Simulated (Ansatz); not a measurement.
Predict the output of the script below (Ansatz 0.2.0 through its Python package).

`cl.cif`
```cif
data_Cl
_cell_length_a 3.866979
_cell_length_b 3.866979
_cell_length_c 8.210000
_cell_angle_alpha 90.00000
_cell_angle_beta 90.00000
_cell_angle_gamma 71.16148
_symmetry_space_group_name_H-M 'P 1'
_symmetry_Int_Tables_number 1
loop_
_symmetry_equiv_pos_as_xyz
'x, y, z'
loop_
_atom_site_label
_atom_site_type_symbol
_atom_site_fract_x
_atom_site_fract_y
_atom_site_fract_z
Cl1 Cl    0.870000    0.130000    0.100000
Cl2 Cl    0.630000    0.370000    0.600000
Cl3 Cl    0.130000    0.870000    0.900000
Cl4 Cl    0.370000    0.630000    0.400000
```

Script `edit_cl.py`:
```python
"""Editing single keys of the input for Cl."""

import ansatz as az
from ase.io import read

atoms = read("cl.cif")
xtal = az.Crystal.from_ase(atoms)

calc = (
    xtal.calculation()
    .basis(750, xc_grid=2)
    .functional(az.Functional.R2SCAN)
    .occupations("Methfessel-Paxton", width=0.01)
    .kpoints(density=2.1)
    .pseudopotentials("paw")
    .band_table()
)
typed = calc.input()
rows = []
for value in [2, 6, 12]:
    edited = typed.set(az.key.scf.n_extra_bands, value)
    r = az.Session.from_dict(edited).plan().execute().report
    rows.append((value, r["free_energy_ev"], r["n_iterations"], len(r["eigenvalues_ev"][0]) if "eigenvalues_ev" in r else 0))
print("   extra bands            F eV      iterations    bands listed")
for row in rows:
    print(f"{str(row[0]):>14s}  {row[1]:14.5f}  {row[2]:14d}  {row[3]:14d}")
```

`python edit_cl.py` gives:
```text
   extra bands            F eV      iterations    bands listed
             2     -4334.47786               6              16
             6     -4334.47786               5              20
            12     -4334.47786               6              26
```

Reading the output:
- These settings explore the input space; cutoff and mesh may be short of convergence.
- No spin polarisation was allowed.
- It ran for 20 s on 1 thread of Arm Neoverse V1, with other jobs on the host, peak memory 0.5 GiB.
